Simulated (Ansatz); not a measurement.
# HfC: LAPW beside PAW

The same cell of HfC is computed with LAPW, all electrons, PAW on the default files and all-electron PAW on datasets made for the crystal, to set the results side by side.

Program: Ansatz 0.2.0. Level of theory: DFT PBEsol, scalar-relativistic. These are calculated values, not measurements.

**1. Starting point**

It takes space group Fm-3m (No. 225, cubic). The conventional cell has a = 4.650 Å, b = 4.650 Å, c = 4.650 Å, α = 90.00°, β = 90.00°, γ = 90.00°. Hf (site symmetry m-3m) has 6 C at 2.33 Å as nearest neighbours. C (site symmetry m-3m) is surrounded by 6 Hf at 2.33 Å.

As a file:

```
Hf C
1.0
     0.00000    2.32500    2.32500
     2.32500    0.00000    2.32500
     2.32500    2.32500    0.00000
Hf C
1 1
Cartesian
  2.3250 2.3250 2.3250
  0.0000 0.0000 0.0000
```

The cell comes from a crystallographic database entry that wasn't checked; take it as a given geometry, which may be far from equilibrium.

Atoms are numbered in the order of the input: Hf1, C2.

**2. LAPW, all electrons**

The input, input.yaml:

```yaml
crystal:
  lattice:
    - [0.0, 2.325, 2.325]
    - [2.325, 0.0, 2.325]
    - [2.325, 2.325, 0.0]
  atoms:
    - { symbol: Hf, position: [0.5, 0.5, 0.5] }
    - { symbol: C, position: [0.0, 0.0, 0.0] }
kpoints:
  mp_grid: { grid: [15, 15, 15] }
  band_path:
    path:
      - [0.0, 0.0, 0.0]
      - [0.5, 0.0, 0.5]
      - [0.625, 0.25, 0.625]
      - [0.375, 0.375, 0.75]
      - [0.0, 0.0, 0.0]
      - [0.5, 0.5, 0.5]
      - [0.5, 0.25, 0.75]
      - [0.5, 0.0, 0.5]
    npoints: 14
scf:
  occupations: { method: fermi_dirac, width: 0.05 }
hamiltonian:
  xc: pbesol
  pseudopotentials: { kind: all_electron, lapw: { basis_error: 0.001 } }
output:
  forces: true
  stress: true
  eigenvalues: true
  populations: true
  dos: { projected: true, de: 0.2, e_range: [-14, 8] }
```

Started as:

```console
> ansatz run input.yaml --threads 1 --pin off --max-ram 3072MiB --backend cpu --events-out ev --progress --plain --runs-dir out
```

**3. PAW on the default files**

Edit input.yaml of step 2 so:

```diff
@@ -25,3 +25,3 @@
   xc: pbesol
-  pseudopotentials: { kind: all_electron, lapw: { basis_error: 0.001 } }
+  pseudopotentials: { kind: paw }
 output:
@@ -30,3 +30,9 @@
   eigenvalues: true
+  efg: { contact_densities: true }
   populations: true
+  bader: true
   dos: { projected: true, de: 0.2, e_range: [-14, 8] }
+  write_density: true
+  write_potential: true
+  elf: true
+  volumetric_format: npy
```

**4. All-electron PAW on datasets made for the crystal**

Edit input.yaml of step 3 so:

```diff
@@ -20,3 +20,3 @@
       - [0.5, 0.0, 0.5]
-    npoints: 14
+    npoints: 8
 scf:
@@ -25,3 +25,3 @@
   xc: pbesol
-  pseudopotentials: { kind: paw }
+  pseudopotentials: { kind: all_electron, datasets: crystal }
 output:
@@ -31,8 +31 @@
   efg: { contact_densities: true }
-  populations: true
-  bader: true
-  dos: { projected: true, de: 0.2, e_range: [-14, 8] }
-  write_density: true
-  write_potential: true
-  elf: true
-  volumetric_format: npy
```

(Steps that only read results are left out.)

Before running it: what results should come out? Wanted: pressure; gap; Bader charges; highest ELF.

As calculated:

| quantity | value |
| --- | --- |
| pressure | LAPW -6.51, PAW -6.56, crystal datasets -6.51 GPa |
| gap (LAPW) | none |
| Bader charges (PAW) | Hf1 +1.92, C2 -1.92 e |
| highest ELF (PAW) | 0.80, 0.80 Å from C |

In words: At this geometry the cell is under tension of 6.5 GPa, so it would shrink if let go. Bands cross the Fermi level: the crystal is a metal at this level. Within 0.3 eV of the Fermi level the largest projected share is C 2p (65 %). The projection holds only the free atom's occupied shells (Hf 6s, Hf 5p, Hf 5d, C 2s, C 2p in this range). PAW lies -0.05 GPa from LAPW in pressure. The price, with the outputs that each input asks for: 28 s for LAPW against 14 s for PAW, about 2.1 to one. Spin-orbit coupling is left out, though the cell holds Hf; in elements this heavy it can shift bands and gaps by tenths of an eV.
